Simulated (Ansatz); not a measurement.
# F2H5N2OTa: the cost of one run

Program: Ansatz 0.2.0. Level of theory: RKS PBE-D4/def2-SVP. These are calculated values, not measurements.

## Step 1: The structure to begin with

Bond lengths: Ta1–F2 1.930 Å, Ta1–O3 2.020 Å, O3–H4 1.010 Å, Ta1–N5 2.160 Å, N5–H6 1.060 Å, N5–H7 1.060 Å, Ta1–F8 1.930 Å, Ta1–N9 2.160 Å, N9–H10 1.060 Å, N9–H11 1.060 Å. Angles (14 of 17 angles, heavy atoms first): F2–Ta1–O3 90.0°, F2–Ta1–N5 90.0°, F2–Ta1–F8 120.0°, F2–Ta1–N9 120.0°, O3–Ta1–N5 180.0°, O3–Ta1–F8 90.0°, O3–Ta1–N9 90.0°, N5–Ta1–F8 90.0°, N5–Ta1–N9 90.0°, F8–Ta1–N9 120.0°, Ta1–O3–H4 109.5°, Ta1–N5–H6 120.0°, Ta1–N5–H7 120.0°, Ta1–N9–H10 120.0°.

As a file:

```xyz
11

Ta    0.0000    0.0000    0.0000
F     1.9300    0.0000    0.0000
O     0.0000    0.0000    2.0200
H    -0.2547   -0.9174    2.3571
N     0.0000    0.0000   -2.1600
H    -0.6116   -0.6845   -2.6900
H     0.6116    0.6845   -2.6900
F    -0.9650    1.6714    0.0000
N    -1.0800   -1.8706    0.0000
H    -1.8056   -2.0636    0.7482
H    -0.8844   -2.5955   -0.7482
```

## Step 2: Relaxing the start

Contents of input.yaml:

```yaml
crystal:
  periodic: [false, false, false]
  atoms:
    - { symbol: Ta, position_ang: [0.0, 0.0, 0.0] }
    - { symbol: F, position_ang: [1.93, 0.0, 0.0] }
    - { symbol: O, position_ang: [0.0, 0.0, 2.02] }
    - { symbol: H, position_ang: [-0.2547, -0.9174, 2.3571] }
    - { symbol: "N", position_ang: [0.0, 0.0, -2.16] }
    - { symbol: H, position_ang: [-0.6116, -0.6845, -2.69] }
    - { symbol: H, position_ang: [0.6116, 0.6845, -2.69] }
    - { symbol: F, position_ang: [-0.965, 1.6714, 0.0] }
    - { symbol: "N", position_ang: [-1.08, -1.8706, 0.0] }
    - { symbol: H, position_ang: [-1.8056, -2.0636, 0.7482] }
    - { symbol: H, position_ang: [-0.8844, -2.5955, -0.7482] }
basis:
  gaussian: { orbitals: def2-SVP }
hamiltonian:
  xc: pbe
  dispersion: d4
relax:
  f_tol: 0.02
  max_steps: 40
```

Started as:

```console
$ ansatz run input.yaml --threads 2 --pin off --max-ram 3072MiB --backend cpu --events-out ev --progress --plain --runs-dir out
```

What time and memory should one allow on 2 threads of Intel Xeon Platinum 8259CL at 2.50GHz (Skylake/Cascade Lake), shared host?

About 2.2 min, with a peak of 0.19 GiB.
